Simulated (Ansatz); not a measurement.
# Cl2H4O2Si2: a ladder of functionals and wavefunction methods

An exercise on one series of results from a longer session: the logs are not shown, and one member is left open.

Method: functionals in def2-TZVPP, the program's frozen cores in correlated methods; program: Ansatz 0.2.0, Gaussian basis.

Levels to be run: PBE-D4, r2SCAN-D4, PBE0-D4, B3LYP-D4, ωB97X-V, ωB97M-V, B2PLYP; CCSD(T)/def2-TZVPP; MP2/def2-QZVPP; extrapolation to the limit.

## The relaxed structure

All runs share one geometry, relaxed beforehand with PBE0-D4 in a triple-zeta def2 set.

10 atoms, charge 0, spin multiplicity 1.

Atoms are counted from 1 here; the program's logs count them from 0.

Bond lengths: O1–Si2 1.637 Å, O1–H7 0.959 Å, Si2–Cl3 2.076 Å, Si2–Si4 2.348 Å, Si2–H8 1.477 Å, Si4–O5 1.639 Å, Si4–Cl6 2.061 Å, Si4–H9 1.479 Å, O5–H10 0.961 Å. Angles: Si2–O1–H7 118.8°, O1–Si2–Cl3 110.7°, O1–Si2–Si4 115.0°, O1–Si2–H8 105.6°, Cl3–Si2–Si4 101.6°, Cl3–Si2–H8 107.8°, Si4–Si2–H8 116.0°, Si2–Si4–O5 109.2°, Si2–Si4–Cl6 105.6°, Si2–Si4–H9 116.7°, O5–Si4–Cl6 111.9°, O5–Si4–H9 105.8°, Cl6–Si4–H9 107.8°, Si4–O5–H10 116.4°.

The first run:

File in.yaml:

```yaml
crystal:
  periodic: [false, false, false]
  atoms:
    - {symbol: O, position_ang: [0.210400, -1.294343, 1.920442]}
    - {symbol: Si, position_ang: [-0.379110, 0.018168, 1.139226]}
    - {symbol: Cl, position_ang: [0.825597, 1.674735, 1.477964]}
    - {symbol: Si, position_ang: [-0.339212, -0.123173, -1.203748]}
    - {symbol: O, position_ang: [1.177727, 0.191798, -1.737206]}
    - {symbol: Cl, position_ang: [-1.692915, 1.282254, -1.866081]}
    - {symbol: H, position_ang: [1.078806, -1.622728, 1.680975]}
    - {symbol: H, position_ang: [-1.697785, 0.285579, 1.748873]}
    - {symbol: H, position_ang: [-0.712389, -1.425119, -1.797683]}
    - {symbol: H, position_ang: [1.611779, 0.961629, -1.359861]}
basis:
  gaussian: {orbitals: def2-TZVPP}
hamiltonian: {xc: pbe, dispersion: d4}
output: {forces: true, orbitals: {seedname: orbitals}}
```

Launch:

```console
ansatz run in.yaml --threads 2 --pin off --events-out ev --progress --plain --max-ram 32768MiB --backend cuda --devices 0, --max-vram 18GiB
```

Steps of the session up to this table: PBE-D4 (GGA); r2SCAN-D4 (meta-GGA); PBE0-D4 (hybrid); B3LYP-D4 (hybrid); ωB97X-V (range-separated); ωB97M-V (range-separated); B2PLYP (double hybrid); CCSD(T) in def2-TZVPP; MP2 in def2-QZVPP.

One table of the session follows, with a row left open; its other results are not shown here.

```
            method  atomisation energy (kJ/mol)
            PBE-D4                       3571.8
         r2SCAN-D4                       3554.6
           PBE0-D4                       3506.5
          B3LYP-D4                       3503.4
           ωB97X-V                       3559.3
           ωB97M-V                       3553.6
            B2PLYP                       3474.5
     HF/def2-TZVPP                       2540.8
    MP2/def2-TZVPP                       3534.7
   CCSD/def2-TZVPP                       3370.7
CCSD(T)/def2-TZVPP                       3431.3
           MP2/CBS                       3662.8
       CCSD(T)/CBS                            ?
```

**Question.** Estimate the row for CCSD(T)/CBS.

The run gave: atomisation energy (kJ/mol): 3559.4. In the column «atomisation energy (kJ/mol)» it lies between ωB97X-V (3559.3) and PBE-D4 (3571.8).
